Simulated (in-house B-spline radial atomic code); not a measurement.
# Kr¹¹⁺: Hartree-Fock with and without relativity

Aim: what relativity does to the energy, levels and radii of Kr¹¹⁺.

Program: in-house B-spline radial atomic code version 1. Level of theory: Hartree-Fock averaged over the configuration, non-relativistic (point nucleus) and Dirac-Coulomb (finite nucleus); spherical all-electron atom at the radial basis limit. These are calculated values, not measurements, unless marked.

## Step 1: The system

```
element       : krypton (Z = 36)
charge        : +11
electrons     : 25
configuration : [Ar] 3d7
nucleus       : point (non-relativistic run); Fermi, rms radius 4.188 fm (Dirac runs)
```

The outer shells:

[Ar] 3d7
```
[Ar] core
3d [↑↓][↑↓][↑ ][↑ ][↑ ]
```

The boxes draw the filling by Hund's rule, which heavy ions in jj coupling don't follow; these runs average over all states of the configuration.

## Step 2: Non-relativistic run

Settings of the run:

```ini
Z = 36
electrons = 25.0
configuration = [Ar] 3d7
hamiltonian = nr
method = hf
spin_polarised = False
```

## Step 3: Dirac-Coulomb run

Settings of the run:

```ini
Z = 36
electrons = 25.0
configuration = [Ar] 3d7
hamiltonian = dirac
method = hf
spin_polarised = False
nucleus = fermi
rms_radius = 4.1884
mass_number = 84
atomic_mass = 83.91149772708
speed_of_light = 137.035999084
```

## Step 4: Dirac-Coulomb run in the lowest jj configuration, 1s2 2s2 2p6 3s2 3p6 3d-4 3d+3

In configurations, a minus sign after the shell means j = l − 1/2 and a plus sign j = l + 1/2; the count of electrons follows.

Settings: those of step 3 with these lines changed.

```diff
@@ -2,3 +2,3 @@
 electrons = 25.0
-configuration = [Ar] 3d7
+configuration = 1s2 2s2 2p6 3s2 3p6 3d-4 3d+3
 hamiltonian = dirac
```

Before running: How much does each shell's level and mean radius change with the Dirac Hamiltonian, and the total energy?

The runs gave:

Levels and radii; the Dirac values are averaged over j with the occupations as weights.

| shell | ε non-rel. (eV) | ε Dirac (eV) | <r> non-rel. (bohr) | <r> Dirac (bohr) | change of <r> (%) |
| --- | --- | --- | --- | --- | --- |
| 1s | -14431.0 | -14690.8 | 0.04244 | 0.04147 | -2.29 |
| 2s | -2176.84 | -2236.92 | 0.1869 | 0.1824 | -2.42 |
| 2p | -1989.85 | -2005.13 | 0.1615 | 0.1597 | -1.15 |
| 3s | -542.12 | -554.04 | 0.5196 | 0.5100 | -1.85 |
| 3p | -472.33 | -475.80 | 0.5178 | 0.5135 | -0.83 |
| 3d | -356.58 | -355.15 | 0.4959 | 0.4966 | +0.14 |

The total energy moves by -36.80 hartree, or -1.4 %, between the two Hamiltonians (nuclear size included). The first-order mass-velocity and Darwin terms of the non-relativistic run add up to -34.74 hartree, 94 % of it. Averaged over j, the 2s shell contracts most (-2.42 %), while 3d expands by 0.14 %, being screened better by the contracted inner s and p shells. Spin-orbit coupling splits the 3d level by 1.578 eV and the 2p level by 54.382 eV. The lowest jj configuration lies 2.232 eV below the average over the whole configuration. Breit terms add 1.41 hartree and QED terms 0.949 hartree.
